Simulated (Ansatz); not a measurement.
Zr3MoC:

```
Zr Mo C
1.0
     4.94251    0.00000    0.00000
     0.00000    4.94251    0.00000
     0.00000    0.00000    4.94251
Zr Mo C
3 1 1
Direct
  0.50000 0.00000 0.00000
  0.00000 0.50000 0.00000
  0.00000 0.00000 0.50000
  0.00000 0.00000 0.00000
  0.50000 0.50000 0.50000
```

The cell was built by a generator and needn't be a form met in nature.

```yaml
Program: Ansatz 0.2.0
Task: relaxation of cell and atoms
Functional: RPBE
Potentials_or_basis: Ansatz PAW
Cutoff: "420 eV (not typed: the program's choice for these potentials)"
k_mesh: 5 × 5 × 5
Occupations: fermi-dirac, width 0.05 eV
Spin: no spin polarisation
```

At the start: volume 24.15 Å³/atom.

Problem. How do energy, volume and symmetry change on relaxing?

Solution. It ends after 5 steps and the volume is 24.98 Å³/atom (+3.4 %); space group Pm-3m (No. 221, to 0.05 Å).

Step by step:
```tsv
step	energy change (eV)	largest force (eV/Å)	volume (Å³)
1	0.0000	0.0000	120.74
2	-0.0238	0.0000	126.82
3	-0.0309	0.0000	124.97
4	-0.0309	0.0000	124.88
5	-0.0324	0.0000	124.88
```

Final structure:
```
Zr Mo C
1.0
     4.99834    0.00000    0.00000
     0.00000    4.99834    0.00000
     0.00000    0.00000    4.99834
Zr Mo C
3 1 1
Cartesian
  2.4992 0.0000 0.0000
  0.0000 2.4992 0.0000
  0.0000 0.0000 2.4992
  0.0000 0.0000 0.0000
  2.4992 2.4992 2.4992
```

Caveat: the plane-wave basis is chosen anew once the cell has moved, so the energies of steps on either side of that aren't comparable; the PAW data sets come from PBE, with cores solved anew for the run's functional, which leaves a small shift of forces and pressure.
